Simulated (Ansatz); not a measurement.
# CsLuS2: the cost of one run

Program: Ansatz 0.2.0. PAW datasets, plane waves, zero pressure. Calculated at 0 K for a non-magnetic cell.

## Step 1: Starting point

The symmetry is R-3m (No. 166, trigonal); a = 3.988 Å, c = 24.135 Å in the conventional setting, 27.70 Å³ an atom. Around Cs lie 6 S at 3.47 Å; around Lu lie 6 S at 2.71 Å; around S lie 3 Lu at 2.71 Å and 3 Cs at 3.47 Å.

Structure file:

```xyz
4
Lattice="1.9940 1.1512 8.0451 -1.9940 1.1512 8.0451 0.0000 -2.3025 8.0451" Properties=species:S:1:pos:R:3 pbc="T T T"
Cs    0.0000    0.0000    0.0000
Lu    0.0000    0.0000   12.0677
S     0.0000    0.0000   18.6828
S     0.0000    0.0000    5.4526
```

## Step 2: Relaxation with PBE

input.yaml

```yaml
crystal:
  lattice:
    - [1.9940152158, 1.1512452216, 8.0451293229]
    - [-1.9940152158, 1.1512452216, 8.0451293229]
    - [0.0, -2.3024904432, 8.0451293229]
  atoms:
    - { symbol: Cs, position: [0.0, 0.0, 0.0] }
    - { symbol: Lu, position: [0.5, 0.5, 0.5] }
    - { symbol: S, position: [0.77408323, 0.77408323, 0.77408323] }
    - { symbol: S, position: [0.22591677, 0.22591677, 0.22591677] }
kpoints:
  mp_grid: { grid: [6, 6, 6] }
hamiltonian:
  xc: pbe
scf:
  occupations: { method: fermi_dirac, width: 0.02 }
relax:
  f_tol: 0.005
  cell: {}
```

Started as:

```bash
$ ansatz run input.yaml --threads 2 --pin off --max-ram 2211MiB --backend cpu --events-out ev --progress --plain --runs-dir out
```

Q: Estimate wall time and peak memory on 2 threads of Arm Neoverse N1, shared host.

About 26 s, with a peak of 0.46 GiB.
